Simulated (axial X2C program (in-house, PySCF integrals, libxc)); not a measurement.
**A two-component session on ZnS⁺: properties at the nuclei**

Wanted for ZnS⁺: properties at the nuclei, at the two-component level.

Method: two-component X2C with atomic mean-field terms, Zn dyall-cv3z, S dyall-av3z; program: an in-house X2C program for linear molecules on PySCF integrals.

All values are calculated.

**1. The job**

File task.json:

```json
{"zs": [30, 16], "q": 1, "bas": ["dyall-cv3z", "dyall-av3z"], "r0": 2.14, "levels": ["PBE0", "HF", "TPSSh", "PBE", "BP86"], "nst": 3}
```

Keys: zs atomic numbers; q charge; bas basis sets; r0 starting distance in Å; levels methods (HF also brings MP2); nst determinants followed.

Started as:

```console
$ python soeom.py task.json out
```

Further steps of the session: Expectation values, lowest determinant; Expectation values, a higher determinant; Expectation values, a higher determinant.

What does the calculation give? Wanted: lowest determinant; Eeff magnitude; Ws magnitude Zn; A∥/gI Zn; qzz Zn; higher determinant (for each run or level that gives them).

The runs gave:

| quantity | value |
| --- | --- |
| lowest determinant | Ω = 3/2 (excess of +ω over −ω: ω = 3/2) |
| Eeff magnitude (GV/cm), PBE0 | 0.052 |
| Ws magnitude Zn (kHz), PBE0 | 0.0123 |
| A∥/gI Zn (MHz), PBE0 | -127 |
| qzz Zn (a.u.), PBE0 | -0.14 |
| higher determinant | Ω = 1/2 (excess of +ω over −ω: ω = 1/2) |
| Eeff magnitude (GV/cm), PBE0, higher determinant | 0.0295 |
| Ws magnitude Zn (kHz), PBE0, higher determinant | 0.0126 |
| A∥/gI Zn (MHz), PBE0, higher determinant | 545 |
| qzz Zn (a.u.), PBE0, higher determinant | -0.15 |
| higher determinant | Ω = 1/2 (excess of +ω over −ω: 2 × ω = -1/2, ω = 3/2) |
| Eeff magnitude (GV/cm), PBE0, higher determinant | 2.25 |
| Ws magnitude Zn (kHz), PBE0, higher determinant | 1.83 |
| A∥/gI Zn (MHz), PBE0, higher determinant | -4450 |
| qzz Zn (a.u.), PBE0, higher determinant | -1.68 |

What this shows: In the first state, the effective field runs from 0.0395 to 0.0694 GV/cm over the mean-field levels. The expectation values come from single determinants, which for open shells can mix terms of unlike spin or miss the lowest Ω, so a determinant need not be a state. Eeff is the effective electric field on the electron dipole moment in this Ω state and Ws the scalar–pseudoscalar constant (defined with the proton number Z and per Ω); A∥ is the parallel hyperfine constant, which follows by multiplying with the nuclear g factor gI = μI/(I μN); qzz is the electric field gradient, eQq0 = 234.96 MHz × Q/barn × qzz. The operators were transformed with the bare-nucleus X2C matrices. A second determinant lies within 0.1 eV of the first.
